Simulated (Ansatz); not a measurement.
Ta3Cu in Ansatz: the effect of functional

Crystal: Ta3Cu.

```
CELL_PARAMETERS angstrom
-1.96555 1.96555 4.12226
1.96555 -1.96555 4.12226
1.96555 1.96555 -4.12226
ATOMIC_POSITIONS crystal
Ta 0.50000 0.50000 0.00000
Ta 0.25000 0.75000 0.50000
Ta 0.75000 0.25000 0.50000
Cu 0.00000 0.00000 0.00000
```

The cell comes from a database or a generator and needn't be the stable form of this composition.

The cell isn't the ideal one: volume scaled by 0.94.

Alike in all runs:

| Item | Value |
| --- | --- |
| Program | Ansatz 0.2.0 |
| Task | single point |
| Potentials or basis | Ansatz PAW |
| k mesh | 9 × 9 × 9 |
| Occupations | fermi-dirac, width 0.05 eV |
| Spin | no spin polarisation |

| functional | cutoff | pressure (GPa) |
| --- | --- | --- |
| LDA | 420 eV (not typed: the program's choice for these potentials) | 0.1 |
| r2SCAN | 500 eV (not typed: the program's choice for these potentials) | ? |
| PBE | 420 eV (not typed: the program's choice for these potentials) | 13.3 |

Problem. What does the run with functional r2SCAN give?

Solution. Pressure 9.9 GPa.

Caveats: the PAW data sets come from PBE, with cores solved anew for the run's functional, which leaves a small shift of forces and pressure (some runs).
